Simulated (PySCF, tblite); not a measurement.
# C7H12B2O: geometry, infrared bands and NMR shifts

What infrared bands and NMR shifts should C7H12B2O (`BOB[C@@H](C#CC)C1CC1`) show?

Computed with tblite 0.8.0 and PySCF 2.14.0, with density-fitted response routines of our own, on a single molecule in the gas phase. Atoms are numbered from 0 throughout.

**1. The starting structure**

22 atoms, charge 0, multiplicity 1; geometry from: force field or distance geometry start.

Bonds of the start (Å): B0–O1 1.46, O1–B2 1.44, B2–C3 1.59, C3–C4 1.46, C4–C5 1.22, C5–C6 1.48, C3–C7 1.52, C7–C8 1.50, C8–C9 1.54, C9–C7 1.53, B0–H10 1.17, B0–H11 1.19, B2–H12 1.17, C3–H13 1.12, C6–H14 1.11, C6–H15 1.12, C6–H16 1.09, C7–H17 1.09, C8–H18 1.11, C8–H19 1.09, C9–H20 1.11, C9–H21 1.11.

**2. Geometry optimisation with GFN2-xTB**

Job settings and geometry (Å):

```
{"job": {"kind": "relax", "xc": "GFN2-xTB", "basis": "xTB"}, "charge": 0, "multiplicity": 1}
B      3.398200    -0.893400     0.657400
O      2.131100    -1.600300     0.532500
B      1.203400    -0.959800    -0.355900
C     -0.172600    -0.344200     0.161100
C     -0.051800     1.108200     0.157300
C      0.030900     2.323200     0.146800
C      0.118600     3.801700     0.139200
C     -1.338800    -0.823800    -0.686000
C     -1.617400    -2.296600    -0.790600
C     -2.458600    -1.426900     0.159800
H      3.585700     0.199700     0.273700
H      4.280900    -1.390800     1.284700
H      1.428400    -0.982800    -1.501700
H     -0.329900    -0.640200     1.226600
H     -0.715700     4.264700    -0.431700
H     -0.007800     4.093900     1.214400
H      1.070200     4.103500    -0.305100
H     -1.702500    -0.130100    -1.449600
H     -0.951800    -3.040400    -0.316500
H     -2.178400    -2.623300    -1.660200
H     -3.510100    -1.197000    -0.101900
H     -2.222600    -1.525800     1.244000
```

On the command line:

```console
$ OMP_NUM_THREADS=1 python probes_run.py task.json out
```

One launch serves the whole session: the jobs run in the order shown.

**Question.** This job is followed by: GFN2-xTB harmonic vibrations, gas phase; GIAO PBE0/pcSseg-1 NMR shielding, non-relativistic, gas phase. What will the session give for the following? strongest single infrared mode (GFN2-xTB); zero-point energy (GFN2-xTB); 13C shifts against TMS (PBE0/pcSseg-1); 1H shifts against TMS (PBE0/pcSseg-1, means over atoms taken as alike); 11B shifts against BF3·OEt2 (PBE0/pcSseg-1); 17O shifts against H2O (PBE0/pcSseg-1).

As calculated:

| quantity | value |
| --- | --- |
| strongest single infrared mode (GFN2-xTB) | 1626 cm⁻¹, 260 km/mol |
| zero-point energy (GFN2-xTB) | 108.5 kcal/mol |
| 13C shifts against TMS (PBE0/pcSseg-1) | 85.4, 83.1, 34.9, 16.7, 7.0, 6.2, 5.1 ppm |
| 1H shifts against TMS (PBE0/pcSseg-1, means over atoms taken as alike) | 5.43, 5.37, 2.03, 1.07, 0.87, 0.59, 0.53, 0.22, -0.09 ppm |
| 11B shifts against BF3·OEt2 (PBE0/pcSseg-1) | 39.6, 37.9 ppm |
| 17O shifts against H2O (PBE0/pcSseg-1) | 318.4 ppm |

**Reading.** Relaxing lowered the energy by 1.427 eV in 118 steps; the close pair that moved most is B0–O1, from 1.456 to 1.297 Å. The lowest mode is imaginary (21i cm⁻¹), so the xTB geometry is not a minimum. The strongest single mode, at 1626 cm⁻¹, moves mainly O1. GFN2-xTB is a fitted tight-binding method: band positions and strengths are rough. Its intensities can rank the bands wrongly. At PBE0/pcSseg-1: The widest tensor belongs to C4: span 267 ppm, with a paramagnetic part of -160 ppm.
